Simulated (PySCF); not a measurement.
# C2H7GaO (GaH2(OEt)): the cost of one run

Computed with PySCF 2.14.0, with density-fitted response routines of our own, on a single molecule in the gas phase. Atoms are numbered from 0 throughout.

## Step 1: The starting structure

11 atoms, charge 0, multiplicity 1; geometry from: GFN2-xTB. The atoms were then displaced at random by about 0.03 Å, so the start is not that level's minimum.

Bonds of the start (Å): Ga0–H1 1.47, Ga0–H2 1.68, Ga0–O3 1.61, O3–C4 1.47, C4–C5 1.48, C4–H6 1.14, C4–H7 1.08, C5–H8 1.12, C5–H9 1.06, C5–H10 1.07.

## Step 2: Optimising the geometry at PBE0-D3(BJ)/def2-SVP

The job: settings as JSON, then the geometry in Å.

```
{"job": {"xc": "PBE0", "basis": "def2-SVP", "d3": "d3bj", "grid": 1, "maxiter": 40, "shake": 0.03, "kind": "geom"}, "charge": 0, "multiplicity": 1}
Ga     1.153550     1.715130    -0.975800
H      2.556020     1.553220    -1.370530
H      0.134430     2.927160    -1.543900
O      0.527620     0.722730     0.124410
C     -0.219180    -0.279970     0.902680
C     -0.805010    -1.358040     0.067170
H      0.552530    -0.680750     1.633780
H     -0.961750     0.237730     1.496280
H     -1.278730    -2.102800     0.760140
H     -1.534590    -0.966420    -0.586640
H     -0.026840    -1.853490    -0.476710
```

Launch:

```
$ OMP_NUM_THREADS=1 python probes_run.py task.json out
```

The driver reads the jobs from task.json and runs them one after another.

**Question.** How long does this first job take on 1 thread of AMD EPYC 9R45, shared host, and how much memory does it need?

About 61 s, with a peak of 0.44 GiB.
